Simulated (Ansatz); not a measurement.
## Li3Cu, space group I4/mmm: a comparison of functionals at one structure

Program: Ansatz's Python interface.

The script, `xc.py`:
```python
import warnings

import ansatz


def main() -> None:
    warnings.simplefilter("ignore", ansatz.DeckWarning)

    cell = (
        ansatz.Lattice.of((-2.02338, 2.02338, 3.5922), (2.02338, -2.02338, 3.5922), (2.02338, 2.02338, -3.5922))
        .atom("Li", (0.75, 0.25, 0.5))
        .atom("Li", (0.25, 0.75, 0.5))
        .atom("Li", (0.5, 0.5, 0.0))
        .atom("Cu", (0.0, 0.0, 0.0))
    )

    calc = (
        cell.calculation()
        .kpoints(spacing=0.29)
        .occupations(ansatz.OccupationsMethod.FERMI_DIRAC, width=0.05)
        .pseudopotentials("paw")
        .forces()
        .stress()
    )

    rows = []
    for value in ["r2scan", "blyp", "pbesol"]:
        data = calc.functional(value).run(threads=1).report
        rows.append((value, data["free_energy_ev"] / len(data["lattice"]["sites"]), data["n_iterations"], sum(data["stress_gpa"][i][i] for i in range(3)) / 3, max(abs(f) for row in data["forces_ev_ang"] for f in row), data["n_kpoints"]))

    print("  functional   F/atom (eV)    iterations       P (GPa)  max component (eV/A)      k-points")
    for row in rows:
        print(f"{str(row[0]):>12s}  {row[1]:12.5f}  {row[2]:12d}  {row[3]:12.3f}  {row[4]:20.4f}  {row[5]:12d}")


if __name__ == "__main__":
    main()
```

`python xc.py` gives:
```text
  functional   F/atom (eV)    iterations       P (GPa)  max component (eV/A)      k-points
      r2scan   -1811.59780             9         0.736                0.0000            59
        blyp   -1812.36525             8         1.281                0.0000            59
      pbesol   -1799.38857             7        -0.019                0.0000            59
```

From lowest to highest: PBEsol (0.0 GPa), r2SCAN (0.7 GPa) and BLYP (1.3 GPa). At a fixed cell a lower pressure usually means a smaller equilibrium volume, so PBEsol prefers the smallest cell and BLYP the largest.

What to keep in mind:
- BLYP can be off by several per cent in the lattices of metals, and by several GPa in the pressure at a fixed cell.
- The mesh is modest for a metal, so energies can be off by several to tens of meV an atom and pressures by half a GPa or more; differences at equal mesh fare better.
- Forces vanish by symmetry here and test nothing.
- Pressure is positive in compression.
- This cell is a computed structure, which may not be the phase found in nature.
- Total energies of different functionals can't be compared; pressures, moments and gaps at this one structure can.
- The whole script took 19 s on 1 thread of Arm Neoverse V2, on a shared host, peak memory 0.63 GiB.
